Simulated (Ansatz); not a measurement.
# WS2: the cost of one run

Program: Ansatz 0.2.0. Level of theory: DFT LDA, scalar-relativistic, plane waves, PAW. These are calculated values, not measurements.

## 1. Starting point

Symmetry: P-6m2, No. 187, hexagonal system. Conventional cell: a = 3.184 Å, b = 3.184 Å, c = 16.951 Å, α = 90.00°, β = 90.00°, γ = 120.00°. W (site symmetry -6m2) is surrounded by 6 S at 2.41 Å. S (site symmetry 3m) has 3 W at 2.41 Å as nearest neighbours.

As a file:

```
CELL_PARAMETERS angstrom
3.18352 0.00000 0.00000
-1.59176 2.75701 0.00000
0.00000 0.00000 16.95058
ATOMIC_POSITIONS crystal
W 0.33333 0.66667 0.00000
S 0.66667 0.33333 0.90800
S 0.66667 0.33333 0.09200
```

The structure comes from the Materials Project (structure only).

(A quick probe on a coarse mesh, which set the mesh and smearing, is not shown.)

## 3. Relaxing cell and atoms

input.yaml reads:

```yaml
crystal:
  lattice:
    - [3.1835163552, 0.0, 0.0]
    - [-1.5917581776, 2.7570060369, 0.0]
    - [0.0, 0.0, 16.95057789]
  atoms:
    - { symbol: W, position: [0.33333333, 0.66666667, 0.0] }
    - { symbol: S, position: [0.66666667, 0.33333333, 0.90799949] }
    - { symbol: S, position: [0.66666667, 0.33333333, 0.09200051] }
basis:
  ecutwfc: 420
kpoints:
  mp_grid: { grid: [12, 12, 2] }
hamiltonian:
  xc: lda
scf:
  occupations: { method: gaussian, width: 0.02 }
output:
  forces: true
  stress: true
  eigenvalues: true
relax:
  adjacent_minimum: "off"
  f_tol: 0.005
  max_steps: 80
  cell: { stress_tol: 0.05 }
```

The run is started by

```console
ansatz run input.yaml --threads 1 --pin off --max-ram 2560MiB --backend cpu --events-out ev --progress --plain --runs-dir out
```

**Question.** How long does this run take on 1 thread of Arm Neoverse V1, shared host, and how much memory does it need?

About 45 s, with a peak of 0.38 GiB.
